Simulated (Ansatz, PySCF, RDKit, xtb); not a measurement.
# Isomers of C3H8B2FN, a sample narrowed down, part 2 of 2

Which of a sample of isomers of C3H8B2FN is the most stable in the gas at 298.15 K, and what are its properties? The sample is small against all isomers, and the most stable one of this formula need not be in it.

xtb, Ansatz and PySCF; isolated molecules. Earlier steps stand in the parts before.

### Step 11. c851c at CCSD(T)/def2-SVP

Input file input.yaml:

```yaml
crystal:
  periodic: [false, false, false]
  atoms:
    - {symbol: C, position_ang: [-0.475513, 0.604043, -1.094762]}
    - {symbol: C, position_ang: [-0.934548, 0.776477, -2.536054]}
    - {symbol: C, position_ang: [-1.942187, 0.498380, -1.488625]}
    - {symbol: B, position_ang: [1.867255, 0.189843, 1.043053]}
    - {symbol: B, position_ang: [0.256772, -0.707779, -0.739434]}
    - {symbol: F, position_ang: [2.840352, -0.148826, 1.886678]}
    - {symbol: "N", position_ang: [1.298656, -0.820357, 0.230127]}
    - {symbol: H, position_ang: [1.510833, 1.339767, 1.006271]}
    - {symbol: H, position_ang: [1.692456, -1.748600, 0.361689]}
    - {symbol: H, position_ang: [-0.067836, -1.724438, -1.320549]}
    - {symbol: H, position_ang: [-0.202412, 1.532649, -0.585639]}
    - {symbol: H, position_ang: [-0.878853, 1.785720, -2.952148]}
    - {symbol: H, position_ang: [-0.688771, -0.016213, -3.248115]}
    - {symbol: H, position_ang: [-2.597564, 1.311421, -1.165748]}
    - {symbol: H, position_ang: [-2.407864, -0.490652, -1.461175]}
basis:
  gaussian: {orbitals: def2-SVP}
magnetization: {spin_polarized: false}
correlation: {method: ccsd_t, frozen_orbitals: {"N": 1, F: 1, H: 0, C: 1, B: 1}}
```

Command:

```
ansatz run input.yaml --threads 4 --pin off --max-ram 7830MiB --events-out events.jsonl --progress --plain --runs-dir runs
```

The log of the run, cut to the lines that bear on the results:

```text
Warning: RAYON_NUM_THREADS=4 ignored (pool sized by the plan → 4); use --threads N
Functional definition: HF
  name "HF"
[...]
1404 factors; integrals over basis functions are off by at most 1.6e-3 eV
[...]
mean field -8745.64167884 eV, -321.3964036885 hartree, gradient 7.8e-7 eV, S^2 0.000000; 0 other end points of the search recorded, 0 dependent functions left out
7 core orbitals not correlated: weight in the atoms' cores, before any rotation towards them, 1.000 or more for the frozen orbitals, at most 0.000 for the correlated occupied ones
reference -8745.64167884 eV, -321.3964036885 hartree; 19, 19 occupied and 112, 112 virtual orbitals, 1404 factors
second order -25.21479936 eV of doubles, -0.00000000 eV of singles
cycle   1  -26.07781552 eV  change   -8.6e-1 eV  update   1.1e-1
[...]
cycle   9  -26.83529240 eV  change   -3.8e-6 eV  update   2.7e-5
perturbative correction -0.78757902 eV, -0.0289429950 hartree
Total energy: -8773.26455026 eV, -322.4115254896 hartree
```

Run time: 21 s. Hardware: 4 threads of Arm Neoverse V2, shared host; peak memory 1.1 GiB.

For c335d the log finds that unrestricted Hartree-Fock orbitals lie lower, a sign to watch the closed-shell reference there.

### Step 12. Putting it together

Energies in kcal/mol from c335d; G adds the thermal terms to the CCSD(T)/def2-SVP + MP2/def2-TZVPP - MP2/def2-SVP energy. The columns left of the relaxed level are at the tight-binding geometries.

```csv
label,SMILES,spin,GFN2-xTB,HF/STO-3G,r2SCAN-D4/def2-SVP,PBE0-D3(BJ)/def2-SVP,HF/def2-SVP,MP2/def2-SVP,CCSD(T)/def2-SVP + MP2/def2-TZVPP - MP2/def2-SVP,G,share at equilibrium,T1
c335d,BNB(F)C(=C)C,singlet,0.0,0.0,0.0,0.0,0.0,0.0,0.0,0.0,96.0 %,0.012
c729c,BNB(F)CC=C,singlet,1.8,4.1,2.7,2.0,2.6,2.4,2.4,1.9,4.0 %,0.012
c851c,FBNBC1CC1,singlet,-7.4,-2.9,2.6,0.6,6.6,1.7,5.4,7.1,< 0.1 %,0.012
```

Lowest found: c335d, `BNB(F)C(=C)C`, a singlet. Bond lengths: C1–C2 1.343 Å, C1–C3 1.503 Å, C1–B5 1.565 Å, B5–F6 1.332 Å, B4–N7 1.413 Å, B5–N7 1.435 Å, B4–H8 1.209 Å, B4–H9 1.205 Å, N7–H10 1.015 Å, C2–H11 1.096 Å, C2–H12 1.094 Å, C3–H13 1.104 Å, C3–H14 1.100 Å, C3–H15 1.103 Å. Some angles: C2–C1–C3 122.0°, C2–C1–B5 117.8°, C3–C1–B5 120.2°, C1–B5–F6 119.3°, C1–B5–N7 122.4°, F6–B5–N7 118.2°, B4–N7–B5 127.7°, C1–C2–H11 122.2°, C1–C2–H12 120.9°, C1–C3–H13 111.4°.

```xyz
15

C     0.4184   -1.2196    0.7270
C     1.5249   -1.2308    1.4883
C     0.3263   -0.4022   -0.5308
B    -3.1770   -2.9138    0.7540
B    -0.7943   -2.0951    1.1871
F    -0.6967   -2.8073    2.3088
N    -2.0193   -2.1644    0.4440
H    -4.1282   -2.8552    0.0096
H    -3.1934   -3.5939    1.7490
H    -2.0494   -1.6065   -0.4032
H     2.4156   -0.6455    1.2320
H     1.5729   -1.8323    2.4006
H     0.1329   -1.0389   -1.4111
H     1.2507    0.1610   -0.7264
H    -0.5014    0.3257   -0.4779
```

### Step 13. Density, orbitals and dipole (PBE0/def2-SVPD)

Input file input.yaml:

```yaml
crystal:
  periodic: [false, false, false]
  atoms:
    - {symbol: C, position_ang: [0.418377, -1.219642, 0.727006]}
    - {symbol: C, position_ang: [1.524867, -1.230849, 1.488338]}
    - {symbol: C, position_ang: [0.326318, -0.402220, -0.530755]}
    - {symbol: B, position_ang: [-3.177018, -2.913787, 0.753953]}
    - {symbol: B, position_ang: [-0.794264, -2.095140, 1.187110]}
    - {symbol: F, position_ang: [-0.696673, -2.807315, 2.308759]}
    - {symbol: "N", position_ang: [-2.019344, -2.164439, 0.443996]}
    - {symbol: H, position_ang: [-4.128205, -2.855204, 0.009570]}
    - {symbol: H, position_ang: [-3.193373, -3.593891, 1.748977]}
    - {symbol: H, position_ang: [-2.049438, -1.606472, -0.403185]}
    - {symbol: H, position_ang: [2.415640, -0.645480, 1.231967]}
    - {symbol: H, position_ang: [1.572930, -1.832323, 2.400564]}
    - {symbol: H, position_ang: [0.132852, -1.038860, -1.411142]}
    - {symbol: H, position_ang: [1.250695, 0.160966, -0.726439]}
    - {symbol: H, position_ang: [-0.501364, 0.325685, -0.477940]}
basis:
  gaussian:
    orbitals: def2-SVPD
hamiltonian:
  xc: pbe0
output: {forces: true, orbitals: {seedname: orbitals}}
```

Command:

```
ansatz run input.yaml --threads 4 --pin off --max-ram 7830MiB --events-out events.jsonl --progress --plain --runs-dir runs
```

The log of the run, cut to the lines that bear on the results:

```text
Warning: RAYON_NUM_THREADS=4 ignored (pool sized by the plan → 4); use --threads N
[... 2 set-up lines as earlier in the session ...]
[...]
1697 factors; their error is unknown
[...]
mean field -8787.80844972 eV, -322.9460039368 hartree, gradient 1.6e-5 eV, S^2 0.000000; 0 other end points of the search recorded, 0 dependent functions left out
[...]
reference -8787.80848954 eV, -322.9460053999 hartree; 26, 26 occupied and 181, 181 virtual orbitals, 1697 factors
[...]
Atom 10 at     2.415640    -0.645480     1.231967 Å, force    -0.062310    -0.037092     0.013139 eV/Å
Atom 11 at     1.572930    -1.832323     2.400564 Å, force     0.006615     0.036894    -0.049970 eV/Å
Atom 12 at     0.132852    -1.038860    -1.411142 Å, force     0.008296     0.019232     0.030357 eV/Å
Atom 13 at     1.250695     0.160966    -0.726439 Å, force    -0.040781    -0.035851     0.024660 eV/Å
Atom 14 at    -0.501364     0.325685    -0.477940 Å, force     0.028276    -0.023063     0.001203 eV/Å
Dipole moment:     0.193904     0.342230    -0.373043 e Å
```

It took 4.5 s on 4 threads of Arm Neoverse V2, shared host; peak memory 0.62 GiB.

### Step 14. Electronic excitations (TD-PBE0/def2-SVPD)

An in-house driver calls PySCF's response routines at TD-PBE0/def2-SVPD; it has no typed input.

The log of the run:

```text
coarse grid: 12544 points
cycle   1  E = -322.8426500012  dE =  5.260e-01  |g| = 5.292e-01  |ddm| = 7.848e+00
cycle   2  E = -322.8194046531  dE =  2.325e-02  |g| = 6.741e-01  |ddm| = 2.062e+00
cycle   3  E = -322.9032043591  dE = -8.380e-02  |g| = 6.559e-02  |ddm| = 9.775e-01
cycle   4  E = -322.9039395985  dE = -7.352e-04  |g| = 2.584e-02  |ddm| = 1.522e-01
cycle   5  E = -322.9040881730  dE = -1.486e-04  |g| = 6.302e-03  |ddm| = 4.856e-02
cycle   6  E = -322.9040969252  dE = -8.752e-06  |g| = 2.312e-03  |ddm| = 1.517e-02
final grid: 121616 points
cycle   7  E = -322.9460370582  dE = -4.748e-05  |g| = 9.686e-03  |ddm| = 1.695e-01
cycle   8  E = -322.9460155460  dE =  2.151e-05  |g| = 1.378e-02  |ddm| = 2.890e-02
cycle   9  E = -322.9460588246  dE = -4.328e-05  |g| = 1.614e-03  |ddm| = 1.788e-02
cycle  10  E = -322.9460594417  dE = -6.172e-07  |g| = 3.202e-04  |ddm| = 3.125e-03
cycle  11  E = -322.9460594627  dE = -2.098e-08  |g| = 1.499e-04  |ddm| = 8.699e-04
cycle  12  E = -322.9460594682  dE = -5.524e-09  |g| = 3.393e-05  |ddm| = 2.799e-04
cycle  13  E = -322.9460594685  dE = -2.711e-10  |g| = 7.728e-06  |ddm| = 1.148e-04
converged SCF energy = -322.9460594685

Static polarisability (au): isotropic 75.046, principal 51.225 73.531 100.382

Singlet excitations
state   eV       nm        f      main configurations
  1   5.7503    215.6   0.29616   H->L 0.96
  2   6.0446    205.1   0.00037   H-1->L 0.93
  3   6.3685    194.7   0.00058   H-2->L 0.90, H-1->L+1 0.08
  4   6.9264    179.0   0.23032   H-3->L 0.92
  5   7.0194    176.6   0.00171   H->L+2 0.97
  6   7.2693    170.6   0.08727   H->L+1 0.89
  7   7.4855    165.6   0.00030   H-4->L 0.86
  8   7.6565    161.9   0.00166   H-1->L+1 0.84

Triplet excitations (Tamm-Dancoff, eV): 3.7131 5.5182 5.7411
```

It took 11 s on 4 threads of Arm Neoverse V2, shared host; peak memory 0.98 GiB.

The roots found:

| excited state | energy (eV) | strength |
| --- | --- | --- |
| 1 | 5.750 | 0.2962 |
| 2 | 6.045 | 0.0004 |
| 3 | 6.369 | 0.0006 |
| 4 | 6.926 | 0.2303 |
| 5 | 7.019 | 0.0017 |
| 6 | 7.269 | 0.0873 |
| 7 | 7.486 | 0.0003 |
| 8 | 7.657 | 0.0017 |

### Step 15. NMR shieldings (GIAO PBE0/pcSseg-1)

An in-house driver calls PySCF's response routines at GIAO PBE0/pcSseg-1; it has no typed input.

The log of the run:

```text
coarse grid: 12544 points
cycle   1  E = -323.0273929866  dE =  5.805e-01  |g| = 5.592e-01  |ddm| = 3.267e+00
cycle   2  E = -323.0050620808  dE =  2.233e-02  |g| = 7.144e-01  |ddm| = 8.402e-01
cycle   3  E = -323.0910560066  dE = -8.599e-02  |g| = 6.604e-02  |ddm| = 4.492e-01
cycle   4  E = -323.0917892105  dE = -7.332e-04  |g| = 2.617e-02  |ddm| = 6.287e-02
cycle   5  E = -323.0919281783  dE = -1.390e-04  |g| = 7.078e-03  |ddm| = 2.275e-02
cycle   6  E = -323.0919383954  dE = -1.022e-05  |g| = 2.745e-03  |ddm| = 6.933e-03
cycle   7  E = -323.0919400319  dE = -1.636e-06  |g| = 6.974e-04  |ddm| = 2.306e-03
final grid: 121616 points
cycle   8  E = -323.1333907445  dE = -5.101e-05  |g| = 8.265e-03  |ddm| = 2.863e-02
cycle   9  E = -323.1333852686  dE =  5.476e-06  |g| = 9.778e-03  |ddm| = 1.223e-02
cycle  10  E = -323.1334067541  dE = -2.149e-05  |g| = 1.036e-03  |ddm| = 6.363e-03
cycle  11  E = -323.1334069766  dE = -2.225e-07  |g| = 2.628e-04  |ddm| = 7.813e-04
cycle  12  E = -323.1334069903  dE = -1.368e-08  |g| = 6.575e-05  |ddm| = 2.078e-04
cycle  13  E = -323.1334069912  dE = -9.223e-10  |g| = 2.059e-05  |ddm| = 6.109e-05
converged SCF energy = -323.1334069912

GIAO shielding tensors (ppm)
atom      isotropic    diamagn.    paramagn.     s11        s22        s33       span
  0 C       39.704     259.930    -220.226    -79.038     23.780    174.371    253.409
  1 C       39.089     254.204    -215.115    -85.421     52.528    150.161    235.583
  2 C      161.593     250.836     -89.243    149.392    151.073    184.316     34.924
  3 B       53.236     189.792    -136.556     12.225     24.018    123.465    111.240
  4 B       71.163     194.631    -123.468     50.247     76.404     86.837     36.590
  5 F      285.203     466.867    -181.664    128.613    261.372    465.623    337.011
  6 N      103.862     324.610    -220.748    -47.976    127.635    231.926    279.902
  7 H       25.931      26.556      -0.625     24.380     26.058     27.355      2.974
  8 H       25.579      26.947      -1.368     23.328     25.241     28.167      4.838
  9 H       24.986      35.046     -10.060     20.234     25.824     28.902      8.668
 10 H       24.980      31.428      -6.448     21.476     24.683     28.782      7.306
 11 H       24.666      29.540      -4.873     21.685     23.224     29.089      7.404
 12 H       29.337      31.584      -2.246     25.614     28.073     34.324      8.710
 13 H       29.326      32.581      -3.255     25.615     28.117     34.246      8.631
 14 H       29.339      33.473      -4.134     25.617     28.073     34.326      8.709
```

It took 5.7 s on 4 threads of Arm Neoverse V2, shared host; peak memory 0.91 GiB.

Isotropic shieldings (absolute, not shifts):

```
atoms  shielding (ppm)
   C1             39.7
   C2             39.1
   C3            161.6
   B4             53.2
   B5             71.2
   F6            285.2
   N7            103.9
   H8            25.93
   H9            25.58
  H10            24.99
  H11            24.98
  H12            24.67
  H13            29.34
  H14            29.33
  H15            29.34
```

### Step 16. The cation at the same geometry (PBE0/def2-SVPD)

input.yaml: that of step 13 with these lines changed.

```diff
@@ -1 +1,3 @@
+basis:
+  gaussian: {orbitals: def2-SVPD}
 crystal:
@@ -9,3 +11,3 @@
     - {symbol: F, position_ang: [-0.696673, -2.807315, 2.308759]}
-    - {symbol: "N", position_ang: [-2.019344, -2.164439, 0.443996]}
+    - {symbol: N, position_ang: [-2.019344, -2.164439, 0.443996]}
     - {symbol: H, position_ang: [-4.128205, -2.855204, 0.009570]}
@@ -18,7 +20,4 @@
     - {symbol: H, position_ang: [-0.501364, 0.325685, -0.477940]}
-basis:
-  gaussian:
-    orbitals: def2-SVPD
-hamiltonian:
-  xc: pbe0
-output: {forces: true, orbitals: {seedname: orbitals}}
+total_charge: 1
+magnetization: {spin_polarized: true, initial_magnetization: 1}
+hamiltonian: {xc: pbe0}
```

Command:

```
ansatz run input.yaml --threads 4 --pin off --max-ram 7830MiB --events-out events.jsonl --progress --plain --runs-dir runs
```

The log of the run, cut to the lines that bear on the results:

```text
Warning: RAYON_NUM_THREADS=4 ignored (pool sized by the plan → 4); use --threads N
[... 2 set-up lines as earlier in the session ...]
[...]
1697 factors; their error is unknown
[...]
mean field -8777.95928140 eV, -322.5840536769 hartree, gradient 9.9e-6 eV, S^2 0.754789; 7 other end points of the search recorded, 0 dependent functions left out
reference -8777.95932046 eV, -322.5840551123 hartree; 26, 25 occupied and 181, 182 virtual orbitals, 1697 factors
Total energy: -8777.95932046 eV, -322.5840551123 hartree
```

Run time: 12 s. Hardware: 4 threads of Arm Neoverse V2, shared host; peak memory 0.78 GiB.

Difference from the parent: 9.85 eV.

### Step 17. The anion at the same geometry (PBE0/def2-SVPD)

input.yaml: that of step 16 with these lines changed.

```diff
@@ -1,3 +1 @@
-basis:
-  gaussian: {orbitals: def2-SVPD}
 crystal:
@@ -20,4 +18,12 @@
     - {symbol: H, position_ang: [-0.501364, 0.325685, -0.477940]}
-total_charge: 1
-magnetization: {spin_polarized: true, initial_magnetization: 1}
-hamiltonian: {xc: pbe0}
+basis:
+  gaussian:
+    orbitals: def2-SVPD
+total_charge: -1
+hamiltonian:
+  xc: pbe0
+magnetization:
+  spin_polarized: true
+  initial_magnetization: 1
+scf:
+  lower_state_search: "off"
```

Command:

```
ansatz run input.yaml --threads 4 --pin off --max-ram 7830MiB --events-out events.jsonl --progress --plain --runs-dir runs
```

The log of the run, cut to the lines that bear on the results:

```text
Warning: RAYON_NUM_THREADS=4 ignored (pool sized by the plan → 4); use --threads N
[... 2 set-up lines as earlier in the session ...]
[...]
1697 factors; their error is unknown
[...]
mean field -8787.66731940 eV, -322.9408174932 hartree, gradient 3.1e-6 eV, S^2 0.766443; 0 other end points of the search recorded, 0 dependent functions left out
reference -8787.66736158 eV, -322.9408190433 hartree; 27, 26 occupied and 180, 181 virtual orbitals, 1697 factors
Total energy: -8787.66736158 eV, -322.9408190433 hartree
Checks for a lower state left out: stability, starts, cluster_reference, orbital_swaps, neighbouring_geometries, increment
```

It took 4.2 s on 4 threads of Arm Neoverse V2, shared host; peak memory 0.71 GiB.

Parent less the species with the added electron: -0.14 eV. The extra electron isn't bound at this geometry, so the number measures the basis, not the molecule.

### Step 18. The triplet at the same geometry (PBE0/def2-SVPD)

input.yaml: that of step 17 with these lines changed.

```diff
@@ -21,9 +21,6 @@
     orbitals: def2-SVPD
-total_charge: -1
 hamiltonian:
-  xc: pbe0
+  xc: {name: PBE0}
 magnetization:
   spin_polarized: true
-  initial_magnetization: 1
-scf:
-  lower_state_search: "off"
+  initial_magnetization: 2
```

Command:

```
ansatz run input.yaml --threads 4 --pin off --max-ram 7830MiB --events-out events.jsonl --progress --plain --runs-dir runs
```

The log of the run, cut to the lines that bear on the results:

```text
Warning: RAYON_NUM_THREADS=4 ignored (pool sized by the plan → 4); use --threads N
[... 2 set-up lines as earlier in the session ...]
[...]
1697 factors; their error is unknown
[...]
mean field -8784.12782935 eV, -322.8107436330 hartree, gradient 2.6e-5 eV, S^2 2.006913; 0 other end points of the search recorded, 0 dependent functions left out
reference -8784.12786911 eV, -322.8107450942 hartree; 27, 25 occupied and 180, 182 virtual orbitals, 1697 factors
Total energy: -8784.12786911 eV, -322.8107450942 hartree
```

Run time: 5.4 s. Hardware: 4 threads of Arm Neoverse V2, shared host; peak memory 0.78 GiB.

It lies 3.68 eV above the singlet.

### Step 19. Outcome

The summary covers parts 1 to 2.

| quantity | value |
| --- | --- |
| lowest structure found | BNB(F)C(=C)C, singlet |
| next finalist | BNB(F)CC=C, singlet, 1.9 kcal/mol higher in G |
| share at equilibrium, among the finalists | 96.0 % |
| funnel | 31 starts, 26 minima at GFN2-xTB, 10 screening runs, 3 relaxed, 3 ranked |
| CPU time of all runs | 13 min |
| dipole moment (PBE0/def2-SVPD) | 2.60 D |
| HOMO energy (PBE0/def2-SVPD) | -7.83 eV |
| LUMO energy (PBE0/def2-SVPD) | -1.48 eV |
| HOMO–LUMO gap (PBE0/def2-SVPD) | 6.35 eV |
| lowest excitation (TD-PBE0/def2-SVPD) | 5.75 eV (f = 0.296) |
| lowest triplet excitation, same level, Tamm-Dancoff | 3.71 eV |
| vertical ionisation energy | 9.85 eV |
| vertical electron affinity | -0.14 eV (unbound: the value depends on the basis) |
| vertical triplet less singlet | +3.68 eV |

What this shows: The lowest structure found is `BNB(F)C(=C)C`. The margin, 1.9 kcal/mol, is modest. r2SCAN-D4/def2-SVP, PBE0-D3(BJ)/def2-SVP, HF/def2-SVP and MP2/def2-SVP already put its bonding pattern lowest among the structures in one piece; GFN2-xTB favours the singlet BN(BF)C1CC1 (c344b, not a finalist); HF/STO-3G favours the singlet FBNBC1CC1 (c851d, not a finalist). The largest share of the time went into the final energies (41 %). 3 minima inside the window were never screened. The search is not exhaustive (a finite list of starts, one conformer a finalist), so a lower isomer can't be ruled out. Only 8 drawn patterns were tried, so whole families of isomers are missing, and the result ranks this sample alone. The lowest isomer need not be the one that is made and kept in a bottle, which depends on barriers.
